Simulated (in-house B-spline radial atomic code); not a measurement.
**Cr⁶⁺: binding energies from hole states**

How much more does a second hole in Cr⁶⁺ cost because of the first?

Program: in-house B-spline radial atomic code version 1. Level of theory: Dirac-Hartree-Fock, average of configuration, Fermi nucleus, basis-set limit. These are calculated values, not measurements, unless marked.

## 1. What is computed

* element: chromium (Z = 24)
* charge: +6
* electrons: 18
* configuration: [Ne] 3s2 3p6
* Hamiltonian: Dirac-Coulomb
* nucleus: Fermi, rms radius 3.645 fm

The outer shells:

[Ne] 3s2 3p6
```
[Ne] core
3s [↑↓]
3p [↑↓][↑↓][↑↓]
```

Input settings:

```ini
Z = 24
electrons = 18.0
configuration = [Ne] 3s2 3p6
hamiltonian = dirac
method = hf
spin_polarised = False
nucleus = fermi
rms_radius = 3.6452
mass_number = 52
atomic_mass = 51.940504714
speed_of_light = 137.035999084
```

The reference is known from an earlier run: -1040.364995 hartree in all. Up to eight levels, counted from the top:

```
orbital  occupation  energy (eV)  <r> (bohr)
  1s1/2           2     -6160.60     0.06352
  2s1/2           2      -843.19      0.2906
  2p1/2           2      -729.85      0.2566
  2p3/2           4      -721.05      0.2593
  3s1/2           2      -198.21      0.8453
  3p1/2           2      -161.41      0.8720
  3p3/2           4      -160.11      0.8780
```

Single holes known from earlier runs (ΔSCF): 1s 6129.75 eV, 2s 834.64 eV, 2p1/2 719.86 eV, 2p3/2 711.21 eV, 3p1/2 160.33 eV, 3p3/2 159.05 eV.

## 2. The 2p3/2 and 3p3/2 holes

In configurations, a minus sign after the shell means j = l − 1/2 and a plus sign j = l + 1/2; the count of electrons follows.

Input settings:

```ini
Z = 24
electrons = 16.0
configuration = 1s2 2s2 2p-2 2p+3 3s2 3p-2 3p+3
hamiltonian = dirac
method = hf
spin_polarised = False
nucleus = fermi
rms_radius = 3.6452
mass_number = 52
atomic_mass = 51.940504714
speed_of_light = 137.035999084
```

## 3. The 2p3/2 and 3p1/2 holes

Changes to the settings of step 2:

```diff
@@ -2,3 +2,3 @@
 electrons = 16.0
-configuration = 1s2 2s2 2p-2 2p+3 3s2 3p-2 3p+3
+configuration = 1s2 2s2 2p-2 2p+3 3s2 3p-1 3p+4
 hamiltonian = dirac
```

## 4. The 2s and 3p1/2 holes

Changes to the settings of step 3:

```diff
@@ -2,3 +2,3 @@
 electrons = 16.0
-configuration = 1s2 2s2 2p-2 2p+3 3s2 3p-1 3p+4
+configuration = 1s2 2s1 2p6 3s2 3p-1 3p+4
 hamiltonian = dirac
```

## 5. The 2p1/2 and 3p1/2 holes

Changes to the settings of step 4:

```diff
@@ -2,3 +2,3 @@
 electrons = 16.0
-configuration = 1s2 2s1 2p6 3s2 3p-1 3p+4
+configuration = 1s2 2s2 2p-1 2p+4 3s2 3p-1 3p+4
 hamiltonian = dirac
```

## 6. The 1s and 3p3/2 holes

Changes to the settings of step 5:

```diff
@@ -2,3 +2,3 @@
 electrons = 16.0
-configuration = 1s2 2s2 2p-1 2p+4 3s2 3p-1 3p+4
+configuration = 1s1 2s2 2p6 3s2 3p-2 3p+3
 hamiltonian = dirac
```

## 7. The 1s and 1s holes

Changes to the settings of step 6:

```diff
@@ -2,3 +2,3 @@
 electrons = 16.0
-configuration = 1s1 2s2 2p6 3s2 3p-2 3p+3
+configuration = 2s2 2p6 3s2 3p6
 hamiltonian = dirac
```

Q: What does each hole state cost in eV, and how does that compare with the orbital energies or single holes?

As calculated:

| two holes | ΔSCF (eV) | less the two single holes (eV) |
| --- | --- | --- |
| 2p3/2 and 3p3/2 | 900.08 | 29.82 |
| 2p3/2 and 3p1/2 | 904.48 | 32.95 |
| 2s and 3p1/2 | 1027.29 | 32.33 |
| 2p1/2 and 3p1/2 | 910.11 | 29.93 |
| 1s and 3p3/2 | 6323.86 | 35.05 |
| 1s and 1s | 12606.3 | 346.85 |

**Reading.** Two holes cost more than the sum of each, because the second electron leaves a more charged ion. The excess runs from 29.8 eV (2p3/2 and 3p3/2) to 346.8 eV (1s and 1s); it tends to be largest where both holes are compact. Two partly filled shells share a symmetry and can mix in the average, which may lower the energy, in these hole states: 2p3/2 and 3p3/2; 2p1/2 and 3p1/2. Values are for the free ion, measured from the vacuum level.
